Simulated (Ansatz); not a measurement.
Task: a polarisability from point charges of CH₅AlO₂, SMILES [CH3][Al]([OH])[OH], with Ansatz's Python interface. Give the script and its output. Level of theory (for the species named): B3LYP, def2-SVPD basis, multiplicity 1, D4 dispersion.

```yaml
atoms:
  - { symbol: C, position_ang: [0.0160, 0.9963, -0.9696] }
  - { symbol: Al, position_ang: [-0.2301, -0.5354, 0.2213] }
  - { symbol: O, position_ang: [0.6863, -2.0659, -0.1303] }
  - { symbol: O, position_ang: [-1.2680, -0.4328, 1.6717] }
  - { symbol: H, position_ang: [-0.3391, 0.7532, -2.0269] }
  - { symbol: H, position_ang: [-0.6749, 1.8838, -0.6159] }
  - { symbol: H, position_ang: [1.0535, 1.3729, -0.9859] }
  - { symbol: H, position_ang: [1.6082, -1.9297, 0.3691] }
  - { symbol: H, position_ang: [-0.7633, -0.0886, 2.4494] }
```

Script `field_ch5alo2.py`:
```python
# -*- coding: utf-8 -*-
"""Dipole of CH5AlO2 in the field of point charges."""

import ansatz
from ase import Atoms
import numpy as np


def main():
    atoms = Atoms(["C", "Al", "O", "O", "H", "H", "H", "H", "H"], positions=[
        (0.016, 0.9963, -0.9696),
        (-0.2301, -0.5354, 0.2213),
        (0.6863, -2.0659, -0.1303),
        (-1.268, -0.4328, 1.6717),
        (-0.3391, 0.7532, -2.0269),
        (-0.6749, 1.8838, -0.6159),
        (1.0535, 1.3729, -0.9859),
        (1.6082, -1.9297, 0.3691),
        (-0.7633, -0.0886, 2.4494),
    ])
    ch5alo2 = ansatz.Crystal.molecule_from_ase(atoms)

    calc = (
        ch5alo2.calculation()
        .basis(gaussian="def2-SVPD")
        .functional("b3lyp", dispersion="d4")
        .forces()
    )
    # charges +q and -q at -R and +R make a nearly even field 2 k q / R^2 at the centre
    centre = np.mean([site.position_ang for site in ch5alo2.cartesian_sites], axis=0)
    field = 2 * 14.399645 * 3.0 / 30.0 ** 2


    def dipole(axis, sign):
        arm = 30.0 * np.eye(3)[axis]
        pair = [{"charge": sign * 3.0, "position_ang": (centre - arm).tolist()}, {"charge": -sign * 3.0, "position_ang": (centre + arm).tolist()}]
        deck = calc.input().set(ansatz.key.basis.gaussian.point_charges, pair)
        return np.array(ansatz.Session.from_dict(deck).plan().execute().report["charge_distribution"]["dipole_moment_e_ang"])


    print(f"field {field:.4f} V/A")
    alpha = np.array([(dipole(axis, 1) - dipole(axis, -1)) / (2 * field) * 14.399645 for axis in range(3)])
    print("polarisability tensor (A^3)")
    print(np.array2string(alpha, precision=3, suppress_small=True))
    print(f"mean {np.trace(alpha) / 3:.3f} A^3 = {np.trace(alpha) / 3 / 0.14818471:.2f} bohr^3")


if __name__ == "__main__":
    main()
```

Output of `python field_ch5alo2.py`:
```text
field 0.0960 V/A
polarisability tensor (A^3)
[[ 6.813 -0.343 -0.381]
 [-0.351  7.799 -0.554]
 [-0.382 -0.556  7.453]]
mean 7.355 A^3 = 49.63 bohr^3
```

Reading the output:
- The settings weren't tested for convergence.
- The geometry is a force-field or estimated start, not a minimum of this method, and the basis set is short of its limit. The field of two point charges is only nearly even.
- b3lyp holds the VWN-RPA fit, as in Gaussian; the form of ORCA and Turbomole is b3lyp5.
- It ran for 29 s on 1 thread of Arm Neoverse V2, with other jobs on the host, peak memory 0.32 GiB.

(A comment or docstring line of the script was reworded after the run, the code is as it ran; lines on the test bed's own set-up are left out of the output.)
